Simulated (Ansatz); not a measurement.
# GeH₄OS: one structure at several levels

A test off equilibrium: a structure displaced at random from a GFN2-xTB minimum is computed at several levels, and each is set against CCSD(T).

Method: single points in def2-TZVPP; program: Ansatz 0.2.0, Gaussian basis.

Correlated methods freeze the cores. Filled d shells of the heavier atoms are correlated.

### Step 1. The system as given

SMILES `[OH][GeH2][SH]`, 7 atoms, charge 0, spin multiplicity 1.

Atoms are counted from 1 here; the program's logs count them from 0.

Bond lengths: O1–Ge2 1.747 Å, O1–H4 1.038 Å, Ge2–S3 2.177 Å, Ge2–H5 1.534 Å, Ge2–H6 1.480 Å, S3–H7 1.277 Å. Angles: Ge2–O1–H4 123.8°, O1–Ge2–S3 104.8°, O1–Ge2–H5 111.0°, O1–Ge2–H6 110.3°, S3–Ge2–H5 112.6°, S3–Ge2–H6 111.6°, H5–Ge2–H6 106.7°, Ge2–S3–H7 95.6°.

As a file:

```xyz
7

O    -1.5328   -0.6633   -0.0288
Ge   -0.0288    0.2237   -0.0785
S     1.4677   -1.1782    0.6523
H    -2.4376   -0.2841   -0.3668
H     0.2711    0.7169   -1.5001
H    -0.1135    1.4270    0.7797
H     2.4495   -0.3655    0.5718
```

### Step 2. CCSD(T)/def2-TZVPP

Contents of run/in.yaml:

```yaml
crystal:
  periodic: [false, false, false]
  atoms:
    - {symbol: O, position_ang: [-1.532800, -0.663300, -0.028800]}
    - {symbol: Ge, position_ang: [-0.028800, 0.223700, -0.078500]}
    - {symbol: S, position_ang: [1.467700, -1.178200, 0.652300]}
    - {symbol: H, position_ang: [-2.437600, -0.284100, -0.366800]}
    - {symbol: H, position_ang: [0.271100, 0.716900, -1.500100]}
    - {symbol: H, position_ang: [-0.113500, 1.427000, 0.779700]}
    - {symbol: H, position_ang: [2.449500, -0.365500, 0.571800]}
basis:
  gaussian: {orbitals: def2-TZVPP}
correlation: {method: ccsd_t}
output: {forces: true}
```

The command line of these runs was not kept.

### Step 3. PBE0-D4/def2-TZVPP

Edit run/in.yaml of step 2 so:

```diff
@@ -12,3 +12,3 @@
   gaussian: {orbitals: def2-TZVPP}
-correlation: {method: ccsd_t}
-output: {forces: true}
+hamiltonian: {xc: pbe0, dispersion: d4}
+output: {forces: true, orbitals: {seedname: orbitals}}
```

### Step 4. wB97M-V/def2-TZVPP

Edit run/in.yaml of step 3 so:

```diff
@@ -12,3 +12,3 @@
   gaussian: {orbitals: def2-TZVPP}
-hamiltonian: {xc: pbe0, dispersion: d4}
-output: {forces: true, orbitals: {seedname: orbitals}}
+hamiltonian: {xc: {name: wB97M-V}}
+output: {forces: true}
```

### Step 5. r2SCAN-D4/def2-TZVPP

Edit run/in.yaml of step 4 so:

```diff
@@ -12,3 +12,3 @@
   gaussian: {orbitals: def2-TZVPP}
-hamiltonian: {xc: {name: wB97M-V}}
+hamiltonian: {xc: r2scan, dispersion: d4}
 output: {forces: true}
```

### Step 6. PBE-D4/def2-TZVPP

Edit run/in.yaml of step 5 so:

```diff
@@ -12,3 +12,3 @@
   gaussian: {orbitals: def2-TZVPP}
-hamiltonian: {xc: r2scan, dispersion: d4}
+hamiltonian: {xc: pbe, dispersion: d4}
 output: {forces: true}
```

### Step 7. LC-wPBE/def2-TZVPP

Edit run/in.yaml of step 6 so:

```diff
@@ -12,3 +12,3 @@
   gaussian: {orbitals: def2-TZVPP}
-hamiltonian: {xc: pbe, dispersion: d4}
+hamiltonian: {xc: {name: LC-wPBE}}
 output: {forces: true}
```

### Step 8. HSE06-D4/def2-TZVPP

Edit run/in.yaml of step 7 so:

```diff
@@ -12,3 +12,3 @@
   gaussian: {orbitals: def2-TZVPP}
-hamiltonian: {xc: {name: LC-wPBE}}
+hamiltonian: {xc: hse06, dispersion: d4}
 output: {forces: true}
```

(Steps that only read results are left out.)

**Question.** What will these runs give? Wanted: energy less free atoms, CCSD(T)/def2-TZVPP; RMS force component; RMS force error; HOMO and LUMO, PBE0-D4; T1 diagnostic.

The runs gave:

| quantity | value |
| --- | --- |
| energy less free atoms, CCSD(T)/def2-TZVPP | -481.3 kcal/mol |
| RMS force component | 1.296 to 1.335 eV/Å over the methods |
| RMS force error | PBE0-D4 0.083, wB97M-V 0.040, r2SCAN-D4 0.064, PBE-D4 0.218, LC-wPBE 0.147, HSE06-D4 0.083 eV/Å |
| HOMO and LUMO, PBE0-D4 | -7.41 and -0.11 eV |
| T1 diagnostic | 0.011 |

Against CCSD(T) the functionals' energies less atoms differ by -10.9 to -1.8 kcal/mol, PBE-D4 by -10.9 kcal/mol. A larger basis would deepen the CCSD(T) value, while the functionals are nearly converged already, so the order here is not reliable. On forces the order runs from wB97M-V to PBE-D4. Frozen-core CCSD(T) forces in triple zeta carry basis errors of their own, and this is one geometry, so small gaps rank nothing.
